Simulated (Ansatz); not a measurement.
C₂H₇GeN, SMILES CN=[CH][GeH3], energies of removing a hydrogen

With Ansatz's Python interface.

The script reads `c2h7gen.xyz`:
```text
11

C    -0.28100    1.58790   -0.08500
N    -1.26640    0.56140   -0.36990
C    -1.00490   -0.68830   -0.29850
Ge    0.85010   -1.33500    0.22100
H     0.02640    1.56810    0.93700
H    -0.83990    2.62230   -0.24660
H     0.56060    1.57780   -0.78970
H    -1.70140   -1.40470   -0.51520
H     1.13020   -0.81800    1.68760
H     1.83680   -0.83310   -0.76210
H     0.75490   -2.89520    0.24210
```

Run as a notebook:

In [1]:
```python
import ansatz as az
```

In [2]:
```python
BASIS = "def2-TZVP"
XC = "b3lyp"


def energy(molecule, charge=0, unpaired=0):
    calc = molecule.calculation().basis(gaussian=BASIS).functional(XC)
    if charge:
        calc = calc.charge(charge)
    if unpaired:
        calc = calc.spin("collinear", total=unpaired)
    report = calc.run().report
    if report["published_state_doubts"]:
        print("  doubts:", report["published_state_doubts"])
    return report["free_energy_ev"]
```

In [3]:
```python
def without(molecule, index):
    rest = az.Crystal.molecule()
    for i, site in enumerate(molecule.cartesian_sites):
        if i != index:
            rest = rest.atom(site.symbol, site.position_ang)
    return rest
```

In [4]:
```python
c2h7gen = az.Crystal.molecule_from_extxyz("c2h7gen.xyz")
```

In [5]:
```python
whole = energy(c2h7gen, 0)
hydrogen = energy(az.Crystal.molecule().atom("H", (0, 0, 0)), 0, 1)
print(f"E(molecule) = {whole:.5f} eV, E(H) = {hydrogen:.5f} eV")
for index in [6, 7, 10]:
    radical = energy(without(c2h7gen, index), 0, 1)
    print(f"H{index}: homolysis {96.485332 * (radical + hydrogen - whole):.1f} kJ/mol")
```
```text
E(molecule) = -60197.61258 eV, E(H) = -13.66431 eV
H6: homolysis 441.6 kJ/mol
H7: homolysis 404.8 kJ/mol
H10: homolysis 365.4 kJ/mol
```

Reading the output:
- Total energies depend on the basis set; only differences at equal settings carry meaning.
- The geometry is a force-field or estimated start, not a minimum of this method, and the basis set is short of its limit. All parts are taken at fixed geometry, without zero-point energy.
- b3lyp holds the VWN-RPA fit, as in Gaussian; the form of ORCA and Turbomole is b3lyp5.
- Finished in 50 s on 1 thread of Arm Neoverse V1, with other jobs on the host, peak memory 0.54 GiB.
